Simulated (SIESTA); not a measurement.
Crystal: NiMoIrPdW.

```xyz
5
Lattice="2.7608 0.0000 0.0000 -1.3804 2.3909 0.0000 0.0000 0.0000 11.3405" Properties=species:S:1:pos:R:3 pbc="T T T"
Ni    0.0000    0.0000    8.0423
Mo    1.3804    0.7970    3.3369
Pd    1.3804    0.7970   10.1952
Ir    0.0000    0.0000    1.2025
W     1.3804    0.7970    6.0015
```

The cell was built by a generator and needn't be a form met in nature.

```yaml
Program: SIESTA 5.4.2
Task: relaxation of cell and atoms
Functional: vdW-DF2
Potentials_or_basis: PseudoDojo 0.4 standard (PBE files)
Basis: DZP (energy shift 0.003 Ry; two zetas on semicore shells)
Grid_cutoff: 800 Ry
Energy_shift: 0.003 Ry
k_mesh: 8 × 8 × 2
Occupations: fermi-dirac, width 0.05 eV
Spin: collinear spin, ferromagnetic start
Starting_moments: "[1.0, 1.0, 0.0, 0.6, 0.0] μB"
```

At the start: pressure 19.9 GPa; volume 14.97 Å³/atom.

Problem. Where does the relaxation end?

Solution. Over 12 steps the energy falls by 78.2 meV/atom and the volume is 16.27 Å³/atom (+8.7 %); space group P3m1 (No. 156, to 0.05 Å); moment 0.00 μB per cell.

Step by step:
```
step  energy change (eV)  largest force (eV/Å)  pressure (GPa)  volume (Å³)
   1              0.0000                1.1923           19.90        74.86
   2             -0.2568                0.2478           10.79        77.21
   3             -0.2980                1.2466           -0.55        81.09
   4             -0.3287                0.9061            2.98        79.71
   5             -0.2948                0.9918           -3.83        83.73
   6             -0.3853                0.1618           -0.93        81.67
   7             -0.3640                0.5560            1.92        81.04
   8             -0.3892                0.1443           -0.21        81.49
   9             -0.3873                0.3454           -0.06        81.29
  10             -0.3908                0.0121           -0.18        81.43
  11             -0.3908                0.0316            0.33        81.21
  12             -0.3909                0.0084            0.00        81.35
```

Final structure:
```
Ni Mo Pd Ir W
1.0
     2.84559    0.00002   -0.00001
    -1.42278    2.46436    0.00001
    -0.00004    0.00003   11.59992
Ni Mo Pd Ir W
1 1 1 1 1
Direct
  0.00000 0.00000 0.70728
  0.66668 0.33332 0.29779
  0.66667 0.33333 0.89694
  0.00001 0.00000 0.10673
  0.66665 0.33335 0.52903
```

Caveat: short orbitals over semicore shells can move pressures by several GPa; the potentials were made for another functional, which shifts forces and pressure; the basis of atomic orbitals isn't converged, which shifts pressures, moduli and gaps.
